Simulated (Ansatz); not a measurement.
# C2H6AlFSi: the cost of one run

Program: Ansatz 0.2.0. Level of theory: RKS r2SCAN/STO-3G. These are calculated values, not measurements.

**1. The structure to begin with**

Bond lengths: F1–Al2 1.763 Å, Al2–C3 1.978 Å, C3–Si4 1.936 Å, Al2–C5 2.017 Å, Si4–C5 1.912 Å, C3–H6 1.110 Å, C3–H7 1.104 Å, Si4–H8 1.469 Å, Si4–H9 1.412 Å, C5–H10 1.077 Å, C5–H11 1.103 Å. Angles (14 of 21 angles, heavy atoms first): F1–Al2–C3 138.4°, F1–Al2–C5 139.3°, C3–Al2–C5 82.2°, Al2–C3–Si4 96.1°, C3–Si4–C5 86.1°, Al2–C5–Si4 95.6°, Al2–C3–H6 114.2°, Al2–C3–H7 116.0°, Si4–C3–H6 108.9°, Si4–C3–H7 109.6°, C3–Si4–H8 111.1°, C3–Si4–H9 111.1°, C5–Si4–H8 111.5°, C5–Si4–H9 113.5°.

Coordinates:

```xyz
11

F    -3.1304   -1.0738   -0.6179
Al   -1.4985   -0.4886   -0.2980
C    -0.2719   -0.2943    1.2412
Si    1.2306    0.3799    0.2228
C     0.0922    0.2332   -1.3060
H     0.0178   -1.2554    1.7153
H    -0.5651    0.4489    2.0038
H     1.5063    1.7836    0.5547
H     2.2980   -0.5439    0.2198
H     0.5043   -0.4818   -1.9980
H    -0.1179    1.2351   -1.7172
```

**2. Relaxing the start**

input.yaml reads:

```yaml
crystal:
  periodic: [false, false, false]
  atoms:
    - { symbol: F, position_ang: [-3.1304, -1.0738, -0.6179] }
    - { symbol: Al, position_ang: [-1.4985, -0.4886, -0.298] }
    - { symbol: C, position_ang: [-0.2719, -0.2943, 1.2412] }
    - { symbol: Si, position_ang: [1.2306, 0.3799, 0.2228] }
    - { symbol: C, position_ang: [0.0922, 0.2332, -1.306] }
    - { symbol: H, position_ang: [0.0178, -1.2554, 1.7153] }
    - { symbol: H, position_ang: [-0.5651, 0.4489, 2.0038] }
    - { symbol: H, position_ang: [1.5063, 1.7836, 0.5547] }
    - { symbol: H, position_ang: [2.298, -0.5439, 0.2198] }
    - { symbol: H, position_ang: [0.5043, -0.4818, -1.998] }
    - { symbol: H, position_ang: [-0.1179, 1.2351, -1.7172] }
basis:
  gaussian: { orbitals: STO-3G }
hamiltonian:
  xc: r2scan
relax:
  f_tol: 0.02
  max_steps: 40
scf:
  lower_state_search: "off"
```

Run with:

```sh
$ ansatz run input.yaml --threads 1 --pin off --max-ram 2048MiB --backend cpu --events-out ev --progress --plain --runs-dir out
```

What time and memory should one allow on 1 thread of AMD EPYC 9R14 (Zen 4), shared host?

About 9.1 s, with a peak of 0.16 GiB.
